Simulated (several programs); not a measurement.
LuAlN2 (ordering on rocksalt) from semi-empirical methods to plane-wave DFT

LuAlN2, ordered on the rocksalt lattice (P4/mmm) with 4 atoms a cell, relaxed with r2SCAN in Ansatz, was computed with several methods. It is tetragonal, P4/mmm (No. 123); a = 3.171 Å, c = 4.478 Å in the conventional setting, 11.26 Å³ an atom. Around Al lie 6 N at 2.24 Å; around N lie 2 Al at 2.24 Å and 4 Lu at 2.24 Å; around Lu lie 6 N at 2.24 Å; around N lie 2 Lu at 2.24 Å and 4 Al at 2.24 Å. No spin polarisation. The prototype was imposed, so other structures may be more stable.

```cif
data_structure
_symmetry_space_group_name_H-M 'P4/mmm'
_symmetry_Int_Tables_number 123
_cell_length_a 3.1709
_cell_length_b 3.1709
_cell_length_c 4.4783
_cell_angle_alpha 90.000
_cell_angle_beta 90.000
_cell_angle_gamma 90.000
_cell_volume 45.03
loop_
_atom_site_label
_atom_site_type_symbol
_atom_site_symmetry_multiplicity
_atom_site_Wyckoff_symbol
_atom_site_fract_x
_atom_site_fract_y
_atom_site_fract_z
_atom_site_occupancy
Al1 Al 1 a 0.00000 0.00000 0.00000 1
N1 N 1 b 0.00000 0.00000 0.50000 1
Lu1 Lu 1 d 0.50000 0.50000 0.50000 1
N2 N 1 c 0.50000 0.50000 0.00000 1
```

Gaps and times are for a single point on this cell; volume and bulk modulus come from each method's own relaxation or energy curve at fixed shape, which is too stiff where a cell has free coordinates or axes. Times are rough, from shared hosts (Arm Neoverse V1; Arm Neoverse V2), and each method has its own mesh and cell size. A dagger marks a closed or tiny gap in a crystal that DFT finds insulating: a failure of the method or a wrong SCF state. A double dagger marks a value from a curve with shape and coordinates held. PM6 (MOPAC), PM7 (MOPAC), GFN1-xTB (tblite) treat a cluster of cells at its zone centre, which samples few k points: where these miss a band edge, the gap comes out too large for that reason alone. Gaps from k meshes are read at a limited set of points (mesh, symmetry points, PBE's band edges), so each method's own least gap may be somewhat smaller. xTB and the PM methods were fitted mostly to molecules, and can miss a solid's gap by electronvolts. Times of the plane-wave ladder aren't listed, since it ran on unlike processors and cards. d marks a direct gap, i an indirect one (no mark: not told apart), a dash a value that wasn't computed or didn't pass its checks.

| method | kind | gap (eV) | own volume (Å³/atom) | bulk modulus (GPa) | atoms computed | processor time |
| --- | --- | --- | --- | --- | --- | --- |
| light PBE (260 eV and a coarse mesh) | light plane-wave | 0.40 d | – | – | 4 | 1.2 s |
| PBE | semilocal | 0.54 d | 11.50 | 186‡ | 4 | – |
| GFN1-xTB (tblite) | tight binding | 0.00† | – | – | cluster | 7.7 s |
| r2SCAN | semilocal | 0.95 d | 11.26 | 206‡ | 4 | – |
| PM6 (MOPAC) | semi-empirical | 6.90 | – | – | cluster | 24 s |
| PM7 (MOPAC) | semi-empirical | 4.50 | – | – | cluster | 27 s |
| PBE+SOC | semilocal | 0.46 d | – | – | 4 | – |
| PBE0 | hybrid | 2.46 d | – | – | 4 | – |
| HSE06 | hybrid | 1.77 d | – | – | 4 | – |

Against HSE06 (1.77 eV) and with closed or daggered gaps left aside, the nearest gap at the points sampled is that of PBE0 (+0.69 eV) and the farthest that of PM6 (MOPAC) (+5.13 eV). HSE06 is only a yardstick of convenience, and nearness to it can be luck.

Runs without a result: GFN2-xTB (tblite) (single point), GLLB-SC (GPAW) (single point), PBE/single zeta (GPAW) (single point).

Only the rows marked +SOC include spin-orbit coupling.
